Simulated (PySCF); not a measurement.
# RuO₃: relaxation and vibrations of the singlet

Aim: relax RuO₃ as a singlet from a hand-made trigonal pyramidal geometry, check by its vibrations whether the end is a minimum, and collect its spectrum and constants.

The runs use PySCF 2.14.0; PBE0, basis Ru def2-SVP with ECP28, O def2-SVP, scalar-relativistic core potentials, no spin–orbit coupling, density fitting.

### 1 Starting geometry

4 atoms, charge 0, spin multiplicity 1.

Bond lengths: Ru1–O2 1.710 Å, Ru1–O3 1.710 Å, Ru1–O4 1.710 Å. Angles: O2–Ru1–O3 99.8°, O2–Ru1–O4 99.8°, O3–Ru1–O4 99.8°.

Z-matrix (Å, degrees; charge 0 multiplicity 1):
```
Ru
O  1 1.7100
O  1 1.7100 2 99.75
O  1 1.7100 2 99.75 3 -101.77
```

### 2 Relaxation: trigonal pyramidal start, singlet

One driver script runs all steps and calls PySCF; scf.py shows how it sets up the SCF of each step. The optimiser is the driver's own. Before each start the driver seeks the lowest SCF state from one or more starting densities and follows internal instabilities, so scf.py alone need not reach the same state.

The program finds C3v symmetry in the start, which this walk keeps. Threshold on the gradient: 0.0003 Eh/bohr, with a further test on the energy change.

scf.py

```python
from pyscf import gto, scf, dft
mol = gto.M(atom='''
Ru     0.000000    -0.000000    -0.257004
O      1.509843    -0.000037     0.545796
O     -0.754889     1.307581     0.545796
O     -0.754954    -1.307544     0.545796''',
    basis={'Ru': 'def2-SVP', 'O': 'def2-SVP'},
    ecp={'Ru': 'def2-SVP'},
    charge=0, spin=0)
mf = dft.RKS(mol, xc='PBE0')
mf.grids.atom_grid = (50, 194)
aux = {'Ru': 'def2-universal-JKFIT', 'O': 'def2-universal-JKFIT'}
mf = mf.density_fit(auxbasis=aux)
mf.kernel()
```

Further steps of the session: Hessian and properties.

What does the calculation give? Wanted: minimum; geometry; wavenumbers; dipole moment; highest occupied, lowest empty level; polar-tensor charge of Ru1; zero-point energy; atomisation energy.

**Answer**, as computed:

| quantity | value |
| --- | --- |
| minimum | singlet, D3h |
| geometry | Ru–O 1.661 Å (×3); O–Ru–O 120.0° (×3) |
| wavenumbers (cm⁻¹) | 107 (a2''), 312 (e'), 1000 (e'), 1019 (a1') |
| dipole moment | 0.00 D |
| highest occupied, lowest empty level | -8.85, -5.02 eV |
| polar-tensor charge of Ru1 | +1.46 e |
| zero-point energy | 22.4 kJ/mol |
| entropy at 298.15 K | 286.5 J/(mol K) |
| atomisation energy (no zero-point energy) | 1347 kJ/mol |

**Reading.** From C3v at the start the molecule goes to a D3h minimum. The strongest infrared band lies at 1000 cm⁻¹ (e', stretch). Ru1 has a polar-tensor charge of +1.5 e (a dipole derivative, not a static charge), yet symmetry cancels the bond dipoles. Only this shape and spin were tried, so other structures or states may lie lower.
